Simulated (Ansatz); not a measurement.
Debugging a geometry optimisation of CH6Si2Te, SMILES C[SiH]1[SiH2][Te]1 (Ansatz's Python interface).

The script reads `ch6si2te.xyz`:
```text
10

C    -1.19010    0.75080   -0.68470
Si   -0.44930   -0.67660    0.13620
Si    1.57620   -0.26440    0.79870
Te    1.45240   -1.68460   -1.23550
H    -0.47320    1.33960   -1.30110
H    -1.66950    1.48390    0.07210
H    -2.01660    0.44690   -1.37040
H    -1.21130   -1.56380    0.96220
H     2.00110   -0.99060    2.06360
H     2.06340    1.10740    0.56180
```

Script `opt_ch6si2te.py`:
```python
"""Geometry optimisation of CH6Si2Te."""

import itertools

import ansatz
from ase.data import atomic_numbers, covalent_radii
import numpy as np


def main() -> None:
    system = ansatz.Crystal.molecule_from_extxyz("ch6si2te.xyz")

    base = (
        system.calculation()
        .basis(gaussian="def2-SVP")
        .functional("cam_b3lyp")
        .occupations("fermi_dirac", width=0.1)  # fractional filling near the Fermi level
    )
    symbols = [site.symbol for site in system.cartesian_sites]
    start = np.array([site.position_ang for site in system.cartesian_sites], dtype=float)
    def progress(event):
        if event["event"] == "relax_step":
            row = event["data"]
            print(f"step {row['step']:3d}  E = {row['lagrangian_ev']:.6f} eV  largest force component {row['allowed_force_max_ev_ang']:.4f} eV/A")


    summary = base.relax(force_tolerance=0.01, max_steps=30).session().plan().execute(on_event=progress).report
    end = np.array(summary["positions_ang"])

    print(f"E = {summary['free_energy_ev']:.6f} eV = {summary['free_energy_ev'] / 27.211386246:.7f} Ha")
    print("converged:", summary["converged"], " doubts:", summary["published_state_doubts"] or "none")

    # pairs closer than 1.2 times the sum of covalent radii, before or after
    radius = [covalent_radii[atomic_numbers[s]] for s in symbols]
    span = lambda where, i, j: np.linalg.norm(where[i] - where[j])
    bonded = [(i, j) for i, j in itertools.combinations(range(len(symbols)), 2) if min(span(start, i, j), span(end, i, j)) < 1.2 * (radius[i] + radius[j])]
    print("pair        before    after (A)")
    for i, j in bonded:
        print(f"{symbols[i]}{i}-{symbols[j]}{j}".ljust(10), f"{span(start, i, j):8.4f} {span(end, i, j):8.4f}")
    with open("ch6si2te_opt.xyz", "w") as handle:
        handle.write(f"{len(symbols)}\nrelaxed CH6Si2Te\n")
        handle.writelines(f"{s:2s} {x:11.6f} {y:11.6f} {z:11.6f}\n" for s, (x, y, z) in zip(symbols, end))


if __name__ == "__main__":
    main()
```

```console
$ python opt_ch6si2te.py
Traceback (most recent call last):
  File "opt_ch6si2te.py", line 46, in <module>
    main()
    ~~~~^^
  File "opt_ch6si2te.py", line 27, in main
    summary = base.relax(force_tolerance=0.01, max_steps=30).session().plan().execute(on_event=progress).report
              ~~~~~~~~~~~~~~~~~~~~~~~~~~~~~~~~~~~~~~~~~~~~~~~~~~~~~~^^
  ...
ansatz.RefusalError: invalid value for `basis.gaussian`: such a run doesn't read scf.occupations; remove what it names
$ echo $?
1
```
(Library frames cut from the traceback.)

Why does it end like this?

The fault: in this program a Gaussian-basis run takes no smearing. The correction:

```diff
--- before
+++ after
@@ -16,3 +16,2 @@
         .functional("cam_b3lyp")
-        .occupations("fermi_dirac", width=0.1)  # fractional filling near the Fermi level
     )
@@ -26,3 +25,3 @@
 
-    summary = base.relax(force_tolerance=0.01, max_steps=30).session().plan().execute(on_event=progress).report
+    summary = base.relax(force_tolerance=0.01, max_steps=100).session().plan().execute(on_event=progress).report
     end = np.array(summary["positions_ang"])
```

After the fix:

```console
$ python opt_ch6si2te.py
step   1  E = -24176.951170 eV  largest force component 2.1530 eV/A
step   2  E = -24177.325132 eV  largest force component 0.9368 eV/A
step   3  E = -24177.368214 eV  largest force component 0.2344 eV/A
step   4  E = -24177.374909 eV  largest force component 0.0578 eV/A
step   5  E = -24177.373559 eV  largest force component 0.0920 eV/A
step   6  E = -24177.377561 eV  largest force component 0.0301 eV/A
step   7  E = -24177.377891 eV  largest force component 0.0088 eV/A
E = -24177.378023 eV = -888.5022543 Ha
converged: True  doubts: none
pair        before    after (A)
C0-Si1       1.8056   1.8734
C0-H4        1.1138   1.0988
C0-H5        1.1576   1.1013
C0-H6        1.1161   1.1003
Si1-Si2      2.1706   2.2807
Si1-Te3      2.5523   2.5235
Si1-H7       1.4318   1.4855
Si2-Te3      2.4840   2.5223
Si2-H8       1.5192   1.4841
Si2-H9       1.4749   1.4848
```

File `ch6si2te_opt.xyz` afterwards:
```text
10
relaxed CH6Si2Te
C    -1.349506    0.800871   -0.743637
Si   -0.411078   -0.568268    0.124964
Si    1.718640   -0.293459    0.893210
Te    1.424928   -1.727731   -1.160670
H    -0.658679    1.462929   -1.283721
H    -1.912711    1.398894   -0.010089
H    -2.064298    0.379562   -1.466258
H    -1.308866   -1.493066    0.863456
H     2.201992   -0.995967    2.107850
H     2.442679    0.984835    0.677795
```

Notes:
- Total energies depend on the basis set; only differences at equal settings carry meaning.
- The end point is the stationary point reached from this start; no frequency run checks that it is a minimum, and the basis set is modest.
- def2 sets replace the cores of elements past krypton by effective core potentials.
- Hardware and time: 2.9 min on 1 thread of AMD EPYC (Zen 3), with other jobs on the host, peak memory 0.4 GiB.

(Lines on the test bed's own set-up are left out of the output.)
